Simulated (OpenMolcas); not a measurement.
# [C2H2Br2CuS2]2− ([Cu(edt)Br2]2-): a chain of runs, part 2 of 2

OpenMolcas 26.06. The steps go on from the part before.

## Step 4: The vertical excitations at MC-PDFT[tLSDA](13,7)/ANO-RCC-VDZ (DKH2, RICD fitting, 5 states averaged) (run 6)

Contents of step6.input:

```
>>> EXPORT MOLCAS_PRINT=2

&GATEWAY
  BasisSet
  Cu.ANO-RCC-VDZ....
  Cu1 -1.149760 -1.124790 -0.003950 angstrom
  End of Basis
  BasisSet
  S.ANO-RCC-VDZ....
  S2 0.891900 -0.978240 1.034500 angstrom
  S5 -1.037910 0.998890 -0.857260 angstrom
  End of Basis
  BasisSet
  C.ANO-RCC-VDZ....
  C3 1.346560 0.557130 0.402890 angstrom
  C4 0.570860 1.351220 -0.357260 angstrom
  End of Basis
  BasisSet
  H.ANO-RCC-VDZ....
  H6 2.350310 0.868070 0.668420 angstrom
  H7 0.946530 2.305580 -0.707730 angstrom
  End of Basis
  BasisSet
  Br.ANO-RCC-VDZ....
  Br8 -2.893750 -1.274590 1.606430 angstrom
  Br9 -1.024740 -2.703270 -1.786040 angstrom
  End of Basis
  RICD

&SEWARD
  Relativistic = R02E00

&RASSCF
  FileOrb = $CurrDir/step2.RasOrb
  Spin = 2
  Nactel = 13 0 0
  Inactive = 67
  Ras2 = 7
  CIRoot = 5 5 1
  OrbListing = Few

&MCPDFT
  KSDFT = T:LSDA
```

On the command line:

```
$ export MOLCAS_MEM=1860
$ pymolcas step6.input > step6.log
```

Log:

```text
--- Start Module: gateway ---

                                              &GATEWAY

                       available to each process: 1.9 GB of memory, 1 thread

++    Symmetry information:
      ---------------------

                    Character Table for C1

                             E
                    a        1  x, y, xy, Rz, z, xz, Ry, yz, Rx, I
--

++    Basis set information:
      ----------------------

      Basis set label: CU.ANO-RCC...5S4P2D.

      Electronic valence basis set:
      ------------------
      Associated Effective Charge  29.000000 au
      Associated Actual Charge     29.000000 au
      Nuclear Model: Point charge

      Shell  nPrim  nBasis  Cartesian Spherical Contaminant
         s      21       5        X
         p      15       4        X
         d      10       2                 X

      Basis set label: S.ANO-RCC...4S3P.

      Electronic valence basis set:
      ------------------
      Associated Effective Charge  16.000000 au
      Associated Actual Charge     16.000000 au
      Nuclear Model: Point charge

      Shell  nPrim  nBasis  Cartesian Spherical Contaminant
         s      17       4        X
         p      12       3        X

      Basis set label: C.ANO-RCC...3S2P.

      Electronic valence basis set:
      ------------------
      Associated Effective Charge   6.000000 au
      Associated Actual Charge      6.000000 au
      Nuclear Model: Point charge

      Shell  nPrim  nBasis  Cartesian Spherical Contaminant
         s      14       3        X
         p       9       2        X

      Basis set label: H.ANO-RCC...2S.

      Electronic valence basis set:
      ------------------
      Associated Effective Charge   1.000000 au
      Associated Actual Charge      1.000000 au
      Nuclear Model: Point charge

      Shell  nPrim  nBasis  Cartesian Spherical Contaminant
         s       8       2        X

      Basis set label: BR.ANO-RCC...5S4P1D.

      Electronic valence basis set:
      ------------------
      Associated Effective Charge  35.000000 au
      Associated Actual Charge     35.000000 au
      Nuclear Model: Point charge

      Shell  nPrim  nBasis  Cartesian Spherical Contaminant
         s      20       5        X
         p      17       4        X
         d      11       1                 X
--

++    Molecular structure info:
      -------------------------

                    ************************************************
                    **** Cartesian Coordinates / bohr, angstrom ****
                    ************************************************

     Center  Label                x              y              z                     x              y              z
        1      CU1             -2.172732      -2.125545      -0.007464             -1.149760      -1.124790      -0.003950
        2      S2               1.685447      -1.848606       1.954922              0.891900      -0.978240       1.034500
        3      S5              -1.961366       1.887629      -1.619987             -1.037910       0.998890      -0.857260
[... 5 lines of this table left out ...]
        9      BR9             -1.936478      -5.108440      -3.375126             -1.024740      -2.703270      -1.786040

                    ***************************************
                    *    InterNuclear Distances / bohr    *
                    ***************************************

               1 CU1           2 S2            3 S5            4 C3            5 C4            6 H6
    1 CU1      0.000000
    2 S2       4.337418        0.000000
    3 S5       4.330181        6.327611        0.000000
    4 C3       5.739913        3.252859        5.164462        0.000000
[... 4 lines of this table left out ...]
    9 BR9      4.504956        7.221791        7.212913        8.669022        8.665222       10.379708

               7 H7            8 BR8           9 BR9
    7 H7       0.000000
    8 BR8     10.842600        0.000000
    9 BR9     10.374104        7.801429        0.000000

                    *******************************************
                    *    InterNuclear Distances / angstrom    *
                    *******************************************

               1 CU1           2 S2            3 S5            4 C3            5 C4            6 H6
    1 CU1      0.000000
    2 S2       2.295263        0.000000
    3 S5       2.291433        3.348427        0.000000
    4 C3       3.037431        1.721339        2.732915        0.000000
[... 4 lines of this table left out ...]
    9 BR9      2.383920        3.821607        3.816909        4.587449        4.585438        5.492705

               7 H7            8 BR8           9 BR9
    7 H7       0.000000
    8 BR8      5.737657        0.000000
    9 BR9      5.489739        4.128338        0.000000

                    **************************************
                    *    Valence Bond Angles / degree    *
                    **************************************
                          Atom centers                 Phi
                      5 C4       4 C3       6 H6       120.20
                      4 C3       5 C4       7 H7       120.17

           ***************************************************************
           *              Valence Dihedral Angles / degree               *
           ***************************************************************
                    Atom centers                       Phi1     Phi2     Theta
           6 H6       4 C3       5 C4       7 H7        120.20   120.17     0.01
--

            Nuclear Potential Energy           1479.94811094 au

[... 62 lines left out ...]
      Nuclear repulsion energy = 1479.94811094
[... 67 lines left out ...]
                                         RASSCF iterations: Energy and convergence statistics
[... 7 lines left out ...]
  Warning: In symmetry  1, orbital p=  68 has diagonal density matrix element D(p,p) close to two. (2 - D(p,p))=  0.000000E+00
[... 4 lines left out ...]
 ###    WARNING: Problems in orbital optimization.                           ###
[... 2 lines left out ...]
  Warning: In symmetry  1, orbital p=  73 has diagonal density matrix element D(p,p) close to two. (2 - D(p,p))=  1.671996E-13
[... 4 lines left out ...]
  Warning: In symmetry  1, orbital p=  68 has diagonal density matrix element D(p,p) close to two. (2 - D(p,p))=  8.082424E-13
[... 3 lines left out ...]
 ###    WARNING: Problems in orbital optimization.                           ###
[... 2 lines left out ...]
  Warning: In symmetry  1, orbital p=  73 has diagonal density matrix element D(p,p) close to two. (2 - D(p,p))=  4.685141E-14
[... 9 lines left out ...]
      Note: transformation to natural orbitals
[... 3 lines left out ...]
      energy=   -7736.017101
[... 6 lines left out ...]
      printout of CI-coefficients larger than  0.05 for root  2
[... 1 line left out ...]
      conf/sym  1111111     Coeff  Weight
[... 7 lines left out ...]
      energy=   -7736.011968
[... 5 lines left out ...]
      printout of CI-coefficients larger than  0.05 for root  4
[... 1 line left out ...]
      conf/sym  1111111     Coeff  Weight
[... 7 lines left out ...]
      energy=   -7735.999528
[... 4 lines left out ...]
      Natural orbitals and occupation numbers for root  1
[... 5 lines left out ...]
      Natural orbitals and occupation numbers for root  3
[... 5 lines left out ...]
      Natural orbitals and occupation numbers for root  5
[... 6 lines left out ...]
++    Final optimization conditions:
[... 13 lines left out ...]
      Final state energy(ies):
[... 3 lines left out ...]
::    RASSCF root number  2 Total energy:  -7736.01314941
[... 1 line left out ...]
::    RASSCF root number  4 Total energy:  -7736.00380776
[... 66 lines left out ...]
      Von Neumann Entropy (Root   1) =  0.50000
[... 148 lines left out ...]
      Von Neumann Entropy (Root   2) =  0.50000
[... 148 lines left out ...]
      Von Neumann Entropy (Root   3) =  0.50000
[... 148 lines left out ...]
      Von Neumann Entropy (Root   4) =  0.50000
[... 148 lines left out ...]
      Von Neumann Entropy (Root   5) =  0.50000
[... 149 lines left out ...]
      Natural orbitals for root   1 are written to the RASORB.1 file
[... 1 line left out ...]
      Natural orbitals for root   3 are written to the RASORB.3 file
[... 1 line left out ...]
      Natural orbitals for root   5 are written to the RASORB.5 file
[... 1 line left out ...]
      Spin density orbitals for root   2 are written to the SPDORB.2 file
[... 1 line left out ...]
      Spin density orbitals for root   4 are written to the SPDORB.4 file
[... 14 lines left out ...]
 ###    WARNING: Deprecation warning: KSDF should be replaced                ###
[... 74 lines left out ...]
++    MC-PDFT RESULTS, STATE 0001
[... 31 lines left out ...]
++    MC-PDFT RESULTS, STATE 0002
[... 17 lines left out ...]
      Exchange energy scaling factor                                          1.000000
      Correlation energy scaling factor                                       1.000000

      Integrated alpha exchange energy                                     -146.487529
      Integrated beta  exchange energy                                     -145.212806
      Integrated  correlation   energy                                      -15.457786

      Nuclear Repulsion energy                                           1479.94811094
      CASSCF contribution energy                                        -7425.19720924
      On-top energy                                                      -307.15812099

      Total MCPDFT energy for state   2                                 -7732.35533023
--

++    MC-PDFT RESULTS, STATE 0003
      ---------------------------

      MCSCF reference energy                                            -7736.01196801

      Integrated total density:                                                147.000
      Integrated alpha density before functional transformation:                74.000
      Integrated  beta density before functional transformation:                73.000
      Integrated alpha density  after functional transformation:                74.000
      Integrated  beta density  after functional transformation:                73.000
      Integrated alpha tau     before functional transformation:                 0.000
      Integrated  beta tau     before functional transformation:                 0.000
      Integrated alpha tau      after functional transformation:                 0.000
      Integrated  beta tau      after functional transformation:                 0.000
      NOTE:
      Densities after transformation are intermediate quantities
      and should not be interpreted as real spin densities

      Exchange energy scaling factor                                          1.000000
      Correlation energy scaling factor                                       1.000000

      Integrated alpha exchange energy                                     -146.487529
      Integrated beta  exchange energy                                     -145.211151
      Integrated  correlation   energy                                      -15.457747

      Nuclear Repulsion energy                                           1479.94811094
      CASSCF contribution energy                                        -7425.19744309
      On-top energy                                                      -307.15642654

      Total MCPDFT energy for state   3                                 -7732.35386963
--

++    MC-PDFT RESULTS, STATE 0004
      ---------------------------

      MCSCF reference energy                                            -7736.00380776

      Integrated total density:                                                147.000
      Integrated alpha density before functional transformation:                74.000
      Integrated  beta density before functional transformation:                73.000
      Integrated alpha density  after functional transformation:                74.000
      Integrated  beta density  after functional transformation:                73.000
      Integrated alpha tau     before functional transformation:                 0.000
      Integrated  beta tau     before functional transformation:                 0.000
      Integrated alpha tau      after functional transformation:                 0.000
      Integrated  beta tau      after functional transformation:                 0.000
      NOTE:
      Densities after transformation are intermediate quantities
      and should not be interpreted as real spin densities

      Exchange energy scaling factor                                          1.000000
      Correlation energy scaling factor                                       1.000000

      Integrated alpha exchange energy                                     -146.487529
      Integrated beta  exchange energy                                     -145.206470
      Integrated  correlation   energy                                      -15.457432

      Nuclear Repulsion energy                                           1479.94811094
      CASSCF contribution energy                                        -7425.18786300
      On-top energy                                                      -307.15143082

      Total MCPDFT energy for state   4                                 -7732.33929382
--

++    MC-PDFT RESULTS, STATE 0005
      ---------------------------

      MCSCF reference energy                                            -7735.99952794

      Integrated total density:                                                147.000
      Integrated alpha density before functional transformation:                74.000
      Integrated  beta density before functional transformation:                73.000
      Integrated alpha density  after functional transformation:                74.000
      Integrated  beta density  after functional transformation:                73.000
      Integrated alpha tau     before functional transformation:                 0.000
      Integrated  beta tau     before functional transformation:                 0.000
      Integrated alpha tau      after functional transformation:                 0.000
      Integrated  beta tau      after functional transformation:                 0.000
      NOTE:
      Densities after transformation are intermediate quantities
      and should not be interpreted as real spin densities

      Exchange energy scaling factor                                          1.000000
      Correlation energy scaling factor                                       1.000000

      Integrated alpha exchange energy                                     -146.487529
      Integrated beta  exchange energy                                     -145.208023
      Integrated  correlation   energy                                      -15.457374

      Nuclear Repulsion energy                                           1479.94811094
      CASSCF contribution energy                                        -7425.18017078
      On-top energy                                                      -307.15292515

      Total MCPDFT energy for state   5                                 -7732.33309593
--

::    MCPDFT root number  1 Total energy:  -7732.36196139
::    MCPDFT root number  2 Total energy:  -7732.35533023
::    MCPDFT root number  3 Total energy:  -7732.35386963
::    MCPDFT root number  4 Total energy:  -7732.33929382
::    MCPDFT root number  5 Total energy:  -7732.33309593

--- Stop Module: mcpdft /rc=_RC_ALL_IS_WELL_ ---
--- Module mcpdft spent 7 seconds ---

.##################.
.# Happy landing! #.
.##################.

    Timing: Wall=25.41 User=23.71 System=1.68
```

Wall time 26 s (1 thread of Arm Neoverse V1, shared host); peak memory 0.26 GiB.

The roots found:

```tsv
excited state	energy (eV)
1	0.180
2	0.220
3	0.617
4	0.785
```

Run 7 isn't shown in full; the table further down has it.

## Step 5: The energy at SC-NEVPT2(13,7)/ANO-RCC-VDZ (DKH2, RICD fitting, pt2 variant SC-NEVPT2) (run 8)

Contents of step8.inp:

```
* C2H2Br2CuS2 NEVPT2
>>> EXPORT MOLCAS_PRINT=2

&GATEWAY
 BasisSet
 Cu.ANO-RCC-VDZ....
 Cu1 -1.149760 -1.124790 -0.003950 angstrom
 End of Basis
 BasisSet
 S.ANO-RCC-VDZ....
 S2 0.891900 -0.978240 1.034500 angstrom
 S5 -1.037910 0.998890 -0.857260 angstrom
 End of Basis
 BasisSet
 C.ANO-RCC-VDZ....
 C3 1.346560 0.557130 0.402890 angstrom
 C4 0.570860 1.351220 -0.357260 angstrom
 End of Basis
 BasisSet
 H.ANO-RCC-VDZ....
 H6 2.350310 0.868070 0.668420 angstrom
 H7 0.946530 2.305580 -0.707730 angstrom
 End of Basis
 BasisSet
 Br.ANO-RCC-VDZ....
 Br8 -2.893750 -1.274590 1.606430 angstrom
 Br9 -1.024740 -2.703270 -1.786040 angstrom
 End of Basis
 RICD

&SEWARD
 Relativistic = R02E00

&RASSCF
 FileOrb = $CurrDir/step2.RasOrb
 Spin = 2
 Nactel = 13 0 0
 Inactive = 67
 Ras2 = 7
 OrbListing = Few

&CASPT2
 SC-NEVPT2
```

On the command line:

```
$ export MOLCAS_MEM=1860
$ pymolcas step8.inp > step8.log
```

Log (excerpt; [...] marks lines left out):

```text
--- Start Module: gateway ---
[...]
--- Stop Module: gateway /rc=_RC_ALL_IS_WELL_ ---
[...]
      Basis functions          119
[...]
--- Start Module: rasscf ---
[...]
      Number of active orbitals                  7
[...]
      Spin quantum number                      0.5
[...]
      Active orbitals                            7
[...]
      Number of CSFs                             7
[...]
      Number of root(s) required                 1
[...]
 ###    WARNING: Problems in orbital optimization.                           ###
 ###############################################################################
  Warning: In symmetry  1, orbital p=  68 has diagonal density matrix element D(p,p) close to two. (2 - D(p,p))=  0.000000E+00
[...]
 ###    WARNING: Problems in orbital optimization.                           ###
 ###############################################################################
  Warning: In symmetry  1, orbital p=  68 has diagonal density matrix element D(p,p) close to two. (2 - D(p,p))=  4.139408E-08
[...]
      Convergence after 42 iterations
[...]
      printout of CI-coefficients larger than  0.05 for root  1
      energy=   -7736.018626
      conf/sym  1111111     Coeff  Weight
             5  22u2222   1.00000 1.00000
      Natural orbitals and occupation numbers for root  1
      sym 1:   2.000000   2.000000   1.000000   2.000000   2.000000   2.000000   2.000000
      ************************************************************************************************************************
      *                                                    Final results                                                     *
[...]
::    RASSCF root number  1 Total energy:  -7736.01862597
[...]
      Total electronic charge=  147.000000
      Total            charge=   -2.000000
[...]
      Dipole Moment (debye):
      Origin of the operator (angstrom)=   -1.1584   -1.1520   -0.0265
                   X= -1.1368E+00               Y= -1.3386E+00               Z= -2.5563E-01           Total=  1.7747E+00
      Center of Charge (angstrom)
[...]
--- Stop Module: rasscf /rc=_RC_ALL_IS_WELL_ ---
[...]
--- Start Module: caspt2 ---
[...]
      E2 (Variational):          -0.5350636791
[...]
      E2 (Variational):          -0.5329200241
      Total energy:           -7736.5515459894
[...]
      Reference weight:           0.83598
[...]
::    SC-NEVPT2 Root  1     Total energy:  -7736.55154599
[...]
--- Stop Module: caspt2 /rc=_RC_ALL_IS_WELL_ ---
[...]
```

Wall time 45 s (1 thread of Arm Neoverse V1, shared host); peak memory 0.26 GiB.

## Step 6: Overview of the runs

```tsv
run	level	integral approximation	task	energy (Eh)	wall time
1	ROHF/ANO-RCC-MB (DKH2)	none	energy	-7735.817031	60 s
2	CASSCF(13,7)/ANO-RCC-VDZ (DKH2, RICD fitting, 5 states averaged)	RICD	excited	-7736.017101	70 s
3	CASSCF(13,7)/ANO-RCC-VDZ (DKH2, RICD fitting, multiplet size 2, 5 states averaged)	RICD	magnetism	-7736.017101	20 s
4	CASPT2(13,7)/ANO-RCC-VDZ (DKH2, RICD fitting, ipea shift 0.25 Eh, multiplet size 2, pt2 variant SS, 5 states averaged)	RICD	magnetism	-7736.606412	37 s
5	SC-NEVPT2(13,7)/ANO-RCC-VDZ (DKH2, RICD fitting, pt2 variant QD-SC-NEVPT2, 5 states averaged)	RICD	excited	-7736.570425	33 s
6	MC-PDFT[tLSDA](13,7)/ANO-RCC-VDZ (DKH2, RICD fitting, 5 states averaged)	RICD	excited	-7732.361961	26 s
7	CASPT2(13,7)/ANO-RCC-VDZ (DKH2, RICD fitting, ipea shift 0.25 Eh, pt2 variant SS)	RICD	energy	-7736.587605	46 s
8	SC-NEVPT2(13,7)/ANO-RCC-VDZ (DKH2, RICD fitting, pt2 variant SC-NEVPT2)	RICD	energy	-7736.551546	45 s
```

## Step 7: Results

The summary covers parts 1 to 2.

```
                                        quantity           value
run 8, SC-NEVPT2(13,7)/ANO-RCC-VDZ: total energy  -7736.55155 Eh
```

What this shows: In run 1 the basis is minimal, so the values are rough. All runs together took 5.6 min, the longest 70 s.
